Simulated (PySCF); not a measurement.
# C4H10Si: the cost of one run

Computed with PySCF 2.14.0, with density-fitted response routines of our own, on a single molecule in the gas phase. Atoms count from 0, in the outputs and in this text.

## 1. The starting structure

15 atoms, charge 0, multiplicity 1; geometry from: GFN2-xTB. The atoms were then displaced at random by about 0.01 Å, so the start is not that level's minimum.

Bonds of the start (Å): C0–C1 1.49, C1–C2 1.54, C2–Si3 1.95, Si3–C4 1.94, C4–C1 1.55, C0–H5 1.07, C0–H6 1.10, C0–H7 1.11, C1–H8 1.11, C2–H9 1.10, C2–H10 1.07, Si3–H11 1.45, Si3–H12 1.44, C4–H13 1.11, C4–H14 1.08.

## 2. Optimising the geometry at PBE0-D3(BJ)/def2-SVP

Job settings and geometry (Å):

```
{"job": {"xc": "PBE0", "basis": "def2-SVP", "d3": "d3bj", "grid": 1, "shake": 0.01, "kind": "geom"}, "charge": 0, "multiplicity": 1}
C     -1.783100    -0.247230    -0.306860
C     -0.487580    -0.207500     0.434620
C      0.601180    -1.074630    -0.218090
Si     1.923900     0.346200    -0.048620
C      0.231630     1.160660     0.417760
H     -2.229180    -1.220850    -0.318820
H     -1.650560     0.094250    -1.342340
H     -2.504960     0.455040     0.154230
H     -0.655300    -0.519980     1.486220
H      0.807360    -2.009200     0.324100
H      0.365350    -1.327350    -1.230710
H      2.861870     0.203300     1.052720
H      2.523550     0.811700    -1.277290
H      0.154840     1.706150     1.379600
H     -0.174350     1.812050    -0.341120
```

Command:

```bash
$ OMP_NUM_THREADS=1 python probes_run.py task.json out
```

One launch serves the whole session: the jobs run in the order shown.

Q: Estimate the wall time and peak memory of this first job on 1 thread of Arm Neoverse V1, shared host.

About 65 s, with a peak of 0.5 GiB.
